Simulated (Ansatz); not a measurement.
# Ca3TeRu2: the cost of one run

Computed with Ansatz 0.2.0 (DFT PBE, scalar-relativistic, plane waves, PAW, unless a step's input says otherwise).

1 further run of the same task is left out (it didn't finish).

## 1. The starting structure

Symmetry: P-4m2, No. 115, tetragonal system. The conventional cell has a = 3.902 Å, b = 3.902 Å, c = 8.597 Å, α = 90.00°, β = 90.00°, γ = 90.00°. Ca (site symmetry -4m2) is surrounded by 4 Te at 2.76 Å and 4 Ru at 2.98 Å. Ca (site symmetry 2mm) has 5 Ru at 2.93 to 3.09 Å as nearest neighbours. Te (site symmetry -4m2) has 4 Ca at 2.76 Å and 4 Ru at 2.98 Å as nearest neighbours. Around Ru (site symmetry 2mm) lie 7 Ca at 2.93 to 3.09 Å and 2 Te at 2.98 Å.

Structure file:

```cif
data_structure
_symmetry_space_group_name_H-M 'P 1'
_symmetry_Int_Tables_number 1
_cell_length_a 3.9023
_cell_length_b 3.9023
_cell_length_c 8.5968
_cell_angle_alpha 90.000
_cell_angle_beta 90.000
_cell_angle_gamma 90.000
_cell_volume 130.91
loop_
_atom_site_label
_atom_site_type_symbol
_atom_site_fract_x
_atom_site_fract_y
_atom_site_fract_z
_atom_site_occupancy
Ca1 Ca 0.50000 0.50000 0.00000 1
Ca2 Ca 0.00000 0.50000 0.37863 1
Ca3 Ca 0.50000 0.00000 0.62137 1
Te1 Te 0.00000 0.00000 0.00000 1
Ru1 Ru 0.00000 0.50000 0.73761 1
Ru2 Ru 0.50000 0.00000 0.26239 1
```

Recipe of the guess: species swapped into a database cell of Zr2CuSb3 (P-4m2, No. 115), with Ru on the Zr sites, Te on the Cu sites and Ca on the Sb sites. The dimensions are guesses.

## 2. Probe: one point on a coarse mesh

input.yaml

```yaml
crystal:
  lattice:
    - [3.90226785, 0.0, 0.0]
    - [0.0, 3.90226785, 0.0]
    - [0.0, 0.0, 8.59677607]
  atoms:
    - { symbol: Ca, position: [0.5, 0.5, 0.0] }
    - { symbol: Ca, position: [0.0, 0.5, 0.37862599] }
    - { symbol: Ca, position: [0.5, 0.0, 0.62137401] }
    - { symbol: Te, position: [0.0, 0.0, 0.0] }
    - { symbol: Ru, position: [0.0, 0.5, 0.73761201] }
    - { symbol: Ru, position: [0.5, 0.0, 0.26238799] }
basis:
  ecutwfc: 420
kpoints:
  mp_grid: { grid: [4, 4, 2] }
hamiltonian:
  xc: pbe
scf:
  occupations: { method: gaussian, width: 0.1 }
  lower_state_search: "off"
output:
  forces: true
  stress: true
  eigenvalues: true
```

Command:

```console
$ ansatz run input.yaml --threads 1 --pin off --max-ram 2560MiB --backend cpu --events-out ev --progress --plain --runs-dir out
```

What time and memory should one allow on 1 thread of Arm Neoverse V2, shared host?

About 5.5 s, with a peak of 0.35 GiB.
